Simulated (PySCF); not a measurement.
# [Bi2]+: other functionals and bases at one geometry

An exercise on one series of results from a longer session: the logs are not shown, and one member is left open.

Method: several levels, as the steps say, no spin–orbit coupling; program: PySCF 2.14.0.

2 further runs of the same task are left out: 2 for a known fault of the program. Runs told in other sessions of the task aren't counted.

### The system as given

2 atoms, charge 1, spin multiplicity 2.

Bond lengths: Bi1–Bi2 2.767 Å.

As a file:

```xyz
2
charge 1, multiplicity 2
Bi    0.0000    0.0000    1.3836
Bi    0.0000    0.0000   -1.3836
```

An earlier session relaxed this geometry at B3LYP, Bi def2-SVP with ECP60 (doublet, point group D∞h).

At B3LYP on the finer grid: E = -429.159338 Eh, HOMO -11.20 eV, LUMO -10.04 eV (over both spins), ⟨S²⟩ = 0.751, Mulliken charge on Bi1 +0.50 e, largest force component 0.013 eV/Å. 

Levels to run: PBE0; HF; PBE; TPSSh; B3LYP, TZVP; B3LYP, x2c-SVP. Hardware: 2 threads of Intel Xeon Platinum 8259CL at 2.50GHz (Skylake/Cascade Lake), shared host.

The first run:

run.py (the lines that set the calculation) reads:

```python
mol = gto.M(atom='''
Bi     0.00000     0.00000     1.38360
Bi     0.00000     0.00000    -1.38360''',
    basis={'Bi': 'def2-SVP'},
    ecp={'Bi': 'def2-SVP'},
    charge=1, spin=1)
mf = dft.UKS(mol, xc='PBE0')
mf.grids.atom_grid = (75, 302)
mf = mf.density_fit()  # fitting sets: Bi def2-universal-JKFIT
mf.conv_tol = 1e-08; mf.max_cycle = 55
mf.kernel(dm0)  # dm0: the density of the relaxed state
```

Started as:

```console
$ OMP_NUM_THREADS=2 python run.py
```

Steps of the session up to this table: PBE0; HF; PBE; TPSSh; B3LYP, TZVP; B3LYP, x2c-SVP.

One of the session's tables, all rows but one given; the rest of the session is left out.

```
               level  HOMO (eV)  gap (eV)  largest force component (eV/Å)
B3LYP (relaxed here)     -11.20      1.16                            0.01
                PBE0          ?         ?                               ?
                  HF     -12.59      6.15                            1.06
                 PBE     -10.59      0.02                            0.16
               TPSSh     -10.90      0.74                            0.19
         B3LYP, TZVP     -11.18      1.21                            0.25
      B3LYP, x2c-SVP     -11.22      1.17                            0.57
```

Estimate the missing values for PBE0.

**Answer.** HOMO (eV): -11.32; gap (eV): 1.59; largest force component (eV/Å): 0.42. In the column «HOMO (eV)» it lies between HF (-12.59) and B3LYP, x2c-SVP (-11.22).

In one basis the HOMO–LUMO gap runs from 0.02 eV (PBE) to 6.15 eV (HF). The largest leftover force, 1.06 eV/Å with HF, stands at a geometry relaxed at another level. Total energies of different levels can't be compared.
